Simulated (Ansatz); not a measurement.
# CAM-B3LYP/aug-cc-pVDZ run of GeH2ClF (SMILES [F][GeH2][Cl])

What is the electronic atomisation energy of GeH2ClF at CAM-B3LYP/aug-cc-pVDZ? 

Program for the calculation: Ansatz 0.2.0.

47 further runs of the same task are left out: 2 that didn't finish, 45 set aside as unsound or not needed.

## 1. The structure to begin with

The species is GeH2ClF (5 atoms), meant as a singlet with charge 0. As SMILES, `[F][GeH2][Cl]`. The shape is that of a PBE0-D4/def2-TZVP optimisation.

Bond lengths: F1–Ge2 1.730 Å, Ge2–Cl3 2.133 Å, Ge2–H4 1.528 Å, Ge2–H5 1.528 Å. Angles: F1–Ge2–Cl3 106.4°, F1–Ge2–H4 107.1°, F1–Ge2–H5 107.1°, Cl3–Ge2–H4 109.1°, Cl3–Ge2–H5 109.1°, H4–Ge2–H5 117.4°.

## 2. The energy at CAM-B3LYP/aug-cc-pVDZ

run.yaml

```yaml
crystal:
  periodic: [false, false, false]
  atoms:
    - {symbol: F, position_ang: [-0.242000, -0.508000, 1.588600]}
    - {symbol: Ge, position_ang: [0.139900, -0.089200, -0.045500]}
    - {symbol: Cl, position_ang: [-1.390300, 1.244900, -0.698900]}
    - {symbol: H, position_ang: [0.067600, -1.375500, -0.867400]}
    - {symbol: H, position_ang: [1.474700, 0.654200, -0.018300]}
basis:
  gaussian: {orbitals: aug-cc-pVDZ}
accuracy: high
hamiltonian: {xc: {name: CAM-B3LYP}}
output: {orbitals: {seedname: orbitals}}
```

Run with:

```
$ ansatz run run.yaml --threads 1 --pin off --max-ram 3480MiB --events-out events.jsonl --progress --plain --runs-dir runs
```

Output:

```text
Warning: RAYON_NUM_THREADS=1 ignored (pool sized by the plan → 1); use --threads N
Functional definition: CAM-B3LYP
  name "CAM-B3LYP"
  parameter alpha = 0.19
  parameter beta = 0.46
  parameter omega = 0.33/bohr
  parameter ac = 0.81
  exchange = (1 - alpha - beta)*b88_x + beta*b88_x_sr(omega) + alpha*exact_x + beta*exact_x_lr(omega)
  correlation = (1 - ac)*vwn5_c + ac*lyp_c
2113 factors; integrals over basis functions are off by at most 4.4e-9 eV
507 factors; integrals over basis functions are off by at most 2.5e-9 eV
mean field evaluation 1: about -71792.9336 eV, gradient 3.5e1 eV
mean field evaluation 2: about -71790.7986 eV, gradient 5.3e1 eV
mean field evaluation 4: about -71794.9859 eV, gradient 1.1e0 eV
mean field evaluation 8: about -71795.0352 eV, gradient 4.5e-2 eV
mean field evaluation 16: about -71795.0352 eV, gradient 1.7e-5 eV
mean field -71795.03523199 eV, -2638.4188803530 hartree, gradient 4.8e-8 eV, S^2 0.000000; 0 other end points of the search recorded, 0 dependent functions left out
reference -71795.03525320 eV, -2638.4188811325 hartree; 30, 30 occupied and 74, 74 virtual orbitals, 2113 factors
Total energy: -71795.03525320 eV, -2638.4188811325 hartree
```

It took 15 s on 1 thread of Arm Neoverse V1, shared host; peak memory 0.45 GiB.

## 3. The Cl atom

job.yaml

```yaml
crystal:
  periodic: [false, false, false]
  atoms:
    - {symbol: Cl, position_ang: [0.000000, 0.000000, 0.000000]}
basis:
  gaussian:
    orbitals: aug-cc-pVDZ
total_charge: 0
magnetization:
  spin_polarized: true
  initial_magnetization: 1
hamiltonian:
  xc: {name: CAM-B3LYP}
accuracy: high
```

Run the same way, it converges to -460.16054 Eh (log not shown).

## 4. The F atom

in.yaml

```yaml
crystal:
  periodic: [false, false, false]
  atoms:
    - {symbol: F, position_ang: [0.000000, 0.000000, 0.000000]}
basis:
  gaussian:
    orbitals: aug-cc-pVDZ
magnetization:
  spin_polarized: true
  initial_magnetization: 1
hamiltonian:
  xc: {name: CAM-B3LYP}
accuracy: high
```

Run with:

```
$ ansatz run in.yaml --threads 1 --pin off --max-ram 3480MiB --events-out events.jsonl --progress --plain --runs-dir runs
```

Output:

```text
Warning: RAYON_NUM_THREADS=1 ignored (pool sized by the plan → 1); use --threads N
Functional definition: CAM-B3LYP
  name "CAM-B3LYP"
  parameter alpha = 0.19
  parameter beta = 0.46
  parameter omega = 0.33/bohr
  parameter ac = 0.81
  exchange = (1 - alpha - beta)*b88_x + beta*b88_x_sr(omega) + alpha*exact_x + beta*exact_x_lr(omega)
  correlation = (1 - ac)*vwn5_c + ac*lyp_c
199 factors; integrals over basis functions are off by at most 2.8e-9 eV
80 factors; integrals over basis functions are off by at most 8.2e-10 eV
mean field evaluation 1: about -2713.3544 eV, gradient 4.5e0 eV
mean field evaluation 2: about -2713.4067 eV, gradient 1.4e0 eV
mean field evaluation 4: about -2713.4131 eV, gradient 3.7e-2 eV
mean field evaluation 8: about -2713.4132 eV, gradient 7.6e-4 eV
mean field evaluation 16: about -2713.4132 eV, gradient 2.9e-9 eV
mean field -2713.41321586 eV, -99.7160964655 hartree, gradient 2.9e-9 eV, S^2 0.751521; 0 other end points of the search recorded, 0 dependent functions left out
reference -2713.41322729 eV, -99.7160968852 hartree; 5, 4 occupied and 18, 19 virtual orbitals, 199 factors
Total energy: -2713.41322729 eV, -99.7160968852 hartree
```

Run time: 0.57 s. Hardware: 1 thread of Arm Neoverse V1, shared host.

## 5. The Ge atom

job.yaml

```yaml
crystal:
  periodic: [false, false, false]
  atoms:
    - {symbol: Ge, position_ang: [0.000000, 0.000000, 0.000000]}
basis:
  gaussian:
    orbitals: aug-cc-pVDZ
accuracy: high
magnetization:
  spin_polarized: true
  initial_magnetization: 2
hamiltonian:
  xc: {name: CAM-B3LYP}
```

Run the same way, it converges to -2077.01114 Eh (log not shown).

## 6. The H atom

job.yaml

```yaml
basis:
  gaussian:
    orbitals: aug-cc-pVDZ
crystal:
  periodic: [false, false, false]
  atoms:
    - symbol: H
      position_ang: [0.000000, 0.000000, 0.000000]
magnetization:
  spin_polarized: true
  initial_magnetization: 1
hamiltonian:
  xc: {name: CAM-B3LYP}
accuracy: high
```

Run the same way, it converges to -0.49832 Eh (log not shown).

## 7. Results

At CAM-B3LYP/aug-cc-pVDZ:

| quantity | value |
| --- | --- |
| molecule: total energy | -2638.41888 Eh |
| molecule: HOMO energy | -10.62 eV |
| molecule: LUMO energy | 0.04 eV |
| molecule: HOMO–LUMO gap | 10.65 eV |
| Cl atom: total energy | -460.16054 Eh |
| Cl atom: ⟨S²⟩ | 0.752 |
| F atom: total energy | -99.71610 Eh |
| F atom: ⟨S²⟩ | 0.752 |
| Ge atom: total energy | -2077.01114 Eh |
| Ge atom: ⟨S²⟩ | 2.003 |
| H atom: total energy | -0.49832 Eh |
| H atom: ⟨S²⟩ | 0.750 |
| electronic atomisation energy | 14.544 eV |

**Reading.** Taking the molecule apart into free atoms costs 14.54 eV (335 kcal/mol), before zero-point energy and without spin-orbit coupling.
